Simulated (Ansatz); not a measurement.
# BBrCl₂: small, medium and large basis sets

An exercise on one series of results from a longer session: the logs are not shown, and one member is left open.

Method: one geometry, several basis sets; program: Ansatz 0.2.0, Gaussian basis.

The runs, in order: PBE0-D4/def2-SVP; ωB97M-V/def2-SVP; PBE0-D4/def2-QZVPP; ωB97M-V/def2-QZVPP; the functionals' def2-TZVPP values are taken from earlier runs.

## Structure used throughout

The geometry comes from an earlier relaxation with PBE0-D4 in a triple-zeta def2 set; it is a stationary point.

SMILES `ClB(Cl)Br`, 4 atoms, charge 0, spin multiplicity 1.

Atoms are counted from 1 here; the program's logs count them from 0.

Bond lengths: Cl1–B2 1.735 Å, B2–Cl3 1.735 Å, B2–Br4 1.901 Å. Angles: Cl1–B2–Cl3 120.1°, Cl1–B2–Br4 119.9°, Cl3–B2–Br4 119.9°.

Set-up of the first run:

The input, in.yaml:

```yaml
crystal:
  periodic: [false, false, false]
  atoms:
    - {symbol: Cl, position_ang: [0.582081, 0.666012, 1.510832]}
    - {symbol: B, position_ang: [0.037173, -0.038137, 0.022069]}
    - {symbol: Cl, position_ang: [0.444343, -1.679190, -0.365643]}
    - {symbol: Br, position_ang: [-1.008097, 0.991114, -1.187559]}
basis:
  gaussian: {orbitals: def2-SVP}
hamiltonian: {xc: pbe0, dispersion: d4}
output: {orbitals: {seedname: orbitals}}
```

Among the steps run: PBE0-D4 in def2-SVP; ωB97M-V in def2-SVP; PBE0-D4 in def2-QZVPP; ωB97M-V in def2-QZVPP.

One of the session's tables, all rows but one given; the rest of the session is left out.

It belongs to the step «Functionals by basis». 

| functional | basis | HOMO (eV) | LUMO (eV) |
| --- | --- | --- | --- |
| PBE0-D4 | def2-SVP | -8.53 | -1.57 |
| PBE0-D4 | def2-TZVPP | -8.66 | -1.83 |
| PBE0-D4 | def2-QZVPP | -8.68 | -1.90 |
| ωB97M-V | def2-SVP | -10.70 | 0.59 |
| ωB97M-V | def2-TZVPP | -10.87 | 0.28 |
| ωB97M-V | def2-QZVPP | ? | ? |

Q: Estimate the row for ωB97M-V, def2-QZVPP from the others.

**Answer.** HOMO (eV): -10.90; LUMO (eV): 0.20. In the column «HOMO (eV)» it is the lowest.
